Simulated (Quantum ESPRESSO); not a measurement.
The system is NbSi.

```xyz
2
Lattice="3.1564 0.0000 0.0000 0.0000 3.1564 0.0000 0.0000 0.0000 3.1564" Properties=species:S:1:pos:R:3 pbc="T T T"
Nb    0.0000    0.0000    0.0000
Si    1.5782    1.5782    1.5782
```

The cell was built by a generator and needn't be a form met in nature.

* Program: Quantum ESPRESSO 7.5
* Task: phonons
* Functional: PBE
* Potentials or basis: JTH 2.0 PBE
* Cutoff: 707 eV
* Density cutoff: 4245 eV
* k mesh: 8 × 8 × 8
* Occupations: cold, width 0.2 eV
* Spin: no spin polarisation
* Mixing beta: 0.5
* Most SCF iterations: 120
* SCF threshold: 4e-10 Ry

Problem. Which optical modes does the crystal have at the zone centre, and which show in infrared and Raman spectra?

Solution. The optical modes are T1u. Infrared active: T1u. None is Raman active.

Optical modes at Γ, degenerate ones joined:
```
cm⁻¹  components  symmetry  active in
 260           3       T1u         IR
```

Caveat: the mesh is thin for the phonons of a metal.
